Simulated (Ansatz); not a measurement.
**GeP₂H (quartet): the correlation ladder, cc-pVDZ**

The task here is to estimate one member of a computed series from the others.

Method: cc-pVDZ, core rule «outside noble gas», up to 24 orbitals frozen; program: Ansatz 0.2.0, Gaussian basis.

To be run: UHF; CCSD(T) on ROHF; CCSD(T) on UHF; BCCD(T) on ROHF; CISD as a restricted active space (open shells left free, so some higher excitations enter); CCSDT(Q) on ROHF; CCSDT(Q) on UHF; CASSCF and NEVPT2, 11 electrons in 11 orbitals.

28 further runs of the same task are left out: 5 for a known fault of the program, 12 that didn't finish, 11 set aside as unsound or not needed. Runs told in other sessions of the task aren't counted.

**What is computed**

The geometry is a PBE0/def2-TZVP stationary point (not a proven minimum). No spin-orbit coupling is included. The filled d shell of Ge may be among the frozen orbitals whatever the setting's name suggests.

4 atoms, charge 0, spin multiplicity 4.

Atoms are counted from 1 here; the program's logs count them from 0.

Bond lengths: Ge1–P2 2.289 Å, P2–P3 2.054 Å, P3–H4 1.427 Å. Angles: Ge1–P2–P3 112.1°, P2–P3–H4 94.2°.

Set-up of the first run:

The input, in.yaml:

```yaml
crystal:
  periodic: [false, false, false]
  atoms:
    - {symbol: Ge, position_ang: [0.000000, -0.153216, 1.323318]}
    - {symbol: P, position_ang: [0.000000, 0.855685, -0.731683]}
    - {symbol: P, position_ang: [0.000000, -0.512012, -2.264712]}
    - {symbol: H, position_ang: [0.000000, 0.480978, -3.290095]}
basis:
  gaussian: {orbitals: cc-pVDZ}
magnetization: {spin_polarized: true, initial_magnetization: 3}
hamiltonian: {xc: hf}
output: {orbitals: {seedname: orbitals}}
```

Started as:

```bash
$ ansatz run in.yaml --threads 1 --pin off --events-out ev --progress --plain --max-ram 2393MiB
```

Among the steps run: UHF; CCSD(T) on ROHF; CCSD(T) on UHF; BCCD(T) on ROHF; CISD as a restricted active space (open shells left free, so some higher excitations enter); CCSDT(Q) on ROHF; CCSDT(Q) on UHF; CASSCF and NEVPT2, 11 electrons in 11 orbitals.

One of the session's tables, all rows but one given; the rest of the session is left out.

```
        method  from RCCSDT(Q) (meV)
          ROHF               +9402.4
           UHF               +8993.2
          RMP2               +1784.8
          UMP2               +1939.2
          CISD               +1761.6
         RCCSD                +590.9
         UCCSD                +556.1
      RCCSD(T)                +130.2
      UCCSD(T)                +122.3
       BCCD(T)                +109.6
        RCCSDT                 +54.1
        UCCSDT                 +39.6
     RCCSDT(Q)                     0
     UCCSDT(Q)                 -11.2
CASSCF valence                     ?
NEVPT2 valence               +1390.2
```

**Question.** Estimate the row for CASSCF valence.

**Answer.** from RCCSDT(Q) (meV): +7062.6. In the column «from RCCSDT(Q) (meV)» it lies between UMP2 (+1939.2) and UHF (+8993.2).

With the free atoms at the same levels and basis (separate runs), the atomisation energy is 6.176 eV at RCCSDT(Q), 6.073 eV at RCCSD(T), 6.071 eV at UCCSD(T), 2.915 eV at ROHF.

Limits of these values: Warnings: spin contamination; large T1 diagnostic. Restricted and unrestricted rows rest on different reference determinants; a gap between their highest levels can come from leftover correlation error, from unlike frozen cores or from another state.
